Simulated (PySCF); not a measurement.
# SnNBr: singlet, from a bent start

The task is one start of a wider search on SnNBr: the singlet, from a bent start. It is relaxed, tested by its Hessian and followed downhill if it is a saddle.

Computed with PySCF 2.14.0. Level: PBE0, basis Sn def2-TZVP with ECP28, N def2-TZVP, Br def2-TZVP, scalar-relativistic core potentials, no spin–orbit coupling, density fitting.

## 1. Starting geometry

3 atoms, charge 0, spin multiplicity 1.

Bond lengths: Sn1–N2 1.900 Å, Sn1–Br3 2.540 Å. Angles: N2–Sn1–Br3 110.0°.

Coordinates in bohr (charge 0 multiplicity 1):
```
Sn    0.0000    0.0000    0.0000
N    -2.9412    0.0000    2.0594
Br    3.9318    0.0000    2.7531
```

## 2. Finding the electronic state

The steps below are one call of a driver around PySCF. For each, scf.py gives the equivalent set-up of the SCF; relaxations use the driver's own optimiser. After this first run the driver tries any further starts and a stability analysis.

File scf.py:

```python
from pyscf import gto, scf, dft
mol = gto.M(atom='''
Sn     0.000000     0.000000     0.000000
N     -1.556400     0.000000     1.089800
Br     2.080600     0.000000     1.456900''',
    basis={'Sn': 'def2-TZVP', 'N': 'def2-TZVP', 'Br': 'def2-TZVP'},
    ecp={'Sn': 'def2-TZVP'},
    charge=0, spin=0)
mf = dft.RKS(mol, xc='PBE0')
mf.grids.atom_grid = (50, 194)
aux = {'Sn': 'def2-universal-JKFIT', 'N': 'def2-universal-JKFIT', 'Br': 'def2-universal-JKFIT'}
mf = mf.density_fit(auxbasis=aux)
mf.conv_tol = 1e-08
mf.diis_space = 10
mf.max_cycle = 60
mf.init_guess = 'minao'
mf.verbose = 4
mf.kernel()
```

Command:

```console
$ OMP_NUM_THREADS=4 python axn.py task.json out
```

The log of the run (excerpt; [...] marks lines left out):

```text
[... the frontier levels of the middle cycles are left out ...]
init E= -2804.90689942773
  HOMO = -0.583408041186848  LUMO = -0.577907330701761  gap/eV = 0.14968
cycle= 1 E= -2840.40111522809  delta_E= -35.5  |g|= 3.11  |ddm|= 30.8
  HOMO = -0.0285498294434669  LUMO = -0.0248618782202271  gap/eV = 0.10035
cycle= 2 E= -2793.24148418402  delta_E= 47.2  |g|= 14.3  |ddm|= 17.8
  HOMO = -0.165647300092195  LUMO = -0.103632132053801  gap/eV = 1.68752
cycle= 3 E= -2841.69587503754  delta_E= -48.5  |g|= 2.12  |ddm|= 15.5
cycle= 4 E= -2840.56052930079  delta_E= 1.14  |g|= 2.34  |ddm|= 3.52
cycle= 5 E= -2842.52021724801  delta_E= -1.96  |g|= 0.937  |ddm|= 2.89
cycle= 6 E= -2842.75643886996  delta_E= -0.236  |g|= 0.161  |ddm|= 1.06
cycle= 7 E= -2842.7620881974  delta_E= -0.00565  |g|= 0.0835  |ddm|= 0.274
cycle= 8 E= -2842.76136651802  delta_E= 0.000722  |g|= 0.101  |ddm|= 0.139
cycle= 9 E= -2842.7631046964  delta_E= -0.00174  |g|= 0.0711  |ddm|= 0.0437
cycle= 10 E= -2842.76460336854  delta_E= -0.0015  |g|= 0.029  |ddm|= 0.0887
cycle= 11 E= -2842.76491782897  delta_E= -0.000314  |g|= 0.0041  |ddm|= 0.0595
cycle= 12 E= -2842.76492435356  delta_E= -6.52e-06  |g|= 0.00112  |ddm|= 0.00522
cycle= 13 E= -2842.76492605188  delta_E= -1.7e-06  |g|= 0.00065  |ddm|= 0.00502
cycle= 14 E= -2842.76492658168  delta_E= -5.3e-07  |g|= 0.000343  |ddm|= 0.00386
cycle= 15 E= -2842.76492662831  delta_E= -4.66e-08  |g|= 2.4e-05  |ddm|= 0.000974
cycle= 16 E= -2842.76492662854  delta_E= -2.3e-10  |g|= 8.72e-06  |ddm|= 5.55e-05
  HOMO = -0.276067732809374  LUMO = -0.186115969477612  gap/eV = 2.44771
Extra cycle  E= -2842.76492662855  delta_E= -1.14e-11  |g|= 1.22e-05  |ddm|= 2.44e-05
converged SCF energy = -2842.76492662855
```

This step, with its further starts and checks, needed 6.5 s of wall time on 4 threads of Arm Neoverse V2, shared host.

The test of internal stability found no lower closed-shell solution.

## 3. Relaxation: bent start, singlet

The program finds Cs symmetry in the start, which this walk keeps. Threshold on the gradient: 0.0003 Eh/bohr, with a further test on the energy change.

Changes to scf.py since step 2:

```diff
@@ -3,3 +3,3 @@
-Sn     0.000000     0.000000     0.000000
-N     -1.556400     0.000000     1.089800
-Br     2.080600     0.000000     1.456900''',
+Sn    -0.669113     0.000000    -0.611947
+N     -2.225513     0.000000     0.477853
+Br     1.411487     0.000000     0.844953''',
@@ -16 +15,0 @@
-mf.init_guess = 'minao'
```

Energy and gradient, step by step:

```
step   energy (Eh)  change (kJ/mol)  largest symmetric gradient (Eh/bohr)
   0  -2842.764927             0.00                               0.01580
   1  -2842.767993            -8.05                               0.01486
   2  -2842.771588           -17.49                               0.03993
   3  -2842.774286           -24.57                               0.03042
   4  -2842.780258           -40.25                               0.00848
   5  -2842.781242           -42.84                               0.00679
   6  -2842.782084           -45.05                               0.00887
   7  -2842.783006           -47.47                               0.00675
   8  -2842.783250           -48.11                               0.00147
   9  -2842.783286           -48.20                               0.00241
  10  -2842.783295           -48.23                               0.00066
  11  -2842.783296           -48.23                               0.00002
```

The walk took 23 s.

End point (C∞v, 11 steps, 48.2 kJ/mol gained): Sn–Br 2.447 Å, Sn–N 1.822 Å; Br–Sn–N 179.8°.

## 4. Hessian and properties

The point is checked on the finer grid, and tightened if its gradient asks for it. The Hessian and the dipole derivatives come from central differences of analytic gradients, with steps of 0.02 bohr.

Changes to scf.py since step 3:

```diff
@@ -3,3 +3,3 @@
-Sn    -0.669113     0.000000    -0.611947
-N     -2.225513     0.000000     0.477853
-Br     1.411487     0.000000     0.844953''',
+Sn    -0.781593     0.000000    -0.096101
+N     -2.589663     0.000000    -0.318413
+Br     1.646993     0.000000     0.202507''',
@@ -10 +10 @@
-mf.grids.atom_grid = (50, 194)
+mf.grids.atom_grid = (75, 302)
@@ -13 +13 @@
-mf.conv_tol = 1e-08
+mf.conv_tol = 1e-10
```

This SCF starts from the last density.

SCF at the final geometry:

```text
init E= -2842.78323055271
  HOMO = -0.267502870411852  LUMO = -0.131305545615248  gap/eV = 3.70612
cycle= 1 E= -2842.78323055268  delta_E= 3.05e-11  |g|= 1.27e-05  |ddm|= 1.28e-05
  HOMO = -0.267498807193822  LUMO = -0.131303963868043  gap/eV = 3.70605
cycle= 2 E= -2842.78323055183  delta_E= 8.52e-10  |g|= 5.93e-05  |ddm|= 5.48e-05
  HOMO = -0.267501970417843  LUMO = -0.131305214469214  gap/eV = 3.70610
cycle= 3 E= -2842.78323055272  delta_E= -8.94e-10  |g|= 3.65e-06  |ddm|= 4.63e-05
  HOMO = -0.267502073287418  LUMO = -0.131305245162549  gap/eV = 3.70610
cycle= 4 E= -2842.78323055271  delta_E= 8.19e-12  |g|= 6.07e-08  |ddm|= 3.88e-06
  HOMO = -0.267502071573559  LUMO = -0.131305242975173  gap/eV = 3.70610
Extra cycle  E= -2842.78323055272  delta_E= -4.55e-12  |g|= 6.14e-08  |ddm|= 1.03e-07
converged SCF energy = -2842.78323055272
```

The whole step took 23 s.

Geometry: C∞v; Sn–Br 2.447 Å, Sn–N 1.822 Å; Br–Sn–N 180.0°.

Harmonic modes (main isotopes):

| symmetry | ω (cm⁻¹) | IR (km/mol) | μ (u) | type |
| --- | --- | --- | --- | --- |
| π | 77 | 23.6 | 19.22 | bend |
| σ+ | 256 | 20.8 | 70.26 | stretch |
| σ+ | 874 | 12.1 | 15.60 | stretch |

No imaginary mode, so this is a minimum.

Properties at this point:

```yaml
Dipole_moment: 3.39 D
Highest_occupied_level: -7.28 eV
Lowest_empty_level: -3.57 eV
Rotational_constants: 0.04356 cm⁻¹
Zero-point_energy: 7.7 kJ/mol
Principal_polarisabilities: 48.2, 48.2, 108.4 bohr³
Atomisation_energy_without_zero-point_energy: 443 kJ/mol
Principal_traceless_quadrupole_moments_about_the_centre_of_mass: -13.05, 6.52, 6.53 D Å
Entropy_at_298.15_K_and_1_bar: 295.4 J/(mol K)
Heat_capacity_Cp_at_298.15_K: 55.1 J/(mol K)
Enthalpy_at_298.15_K_above_0_K: 14.18 kJ/mol
Rotational_symmetry_number: 1
```

Charges (e) and bond orders:

```tsv
atom	Mulliken	Löwdin	polar tensor	Mayer order to Sn1
Sn1	0.70	0.29	0.72	–
N2	-0.49	-0.39	-0.36	2.66
Br3	-0.22	0.11	-0.36	1.00
```

Mulliken populations on Sn1 (outside its core potential): s 3.36, p 7.69, d 10.17, f 0.07.

## 5. Results

| quantity | value |
| --- | --- |
| minimum | singlet, C∞v |
| geometry | Sn–Br 2.447 Å, Sn–N 1.822 Å; Br–Sn–N 180.0° |
| wavenumbers (cm⁻¹) | 77 (π), 256 (σ+), 874 (σ+) |
| dipole moment | 3.39 D |
| highest occupied, lowest empty level | -7.28, -3.57 eV |
| polar-tensor charge of Sn1 | +0.72 e |
| zero-point energy | 7.7 kJ/mol |
| entropy at 298.15 K | 295.4 J/(mol K) |
| atomisation energy (no zero-point energy) | 443 kJ/mol |

What this shows: From Cs at the start the molecule goes to a C∞v minimum. The strongest infrared band lies at 77 cm⁻¹ (π, bend). Only this shape and spin were tried, so other structures or states may lie lower.

The search up to here took 53 s.
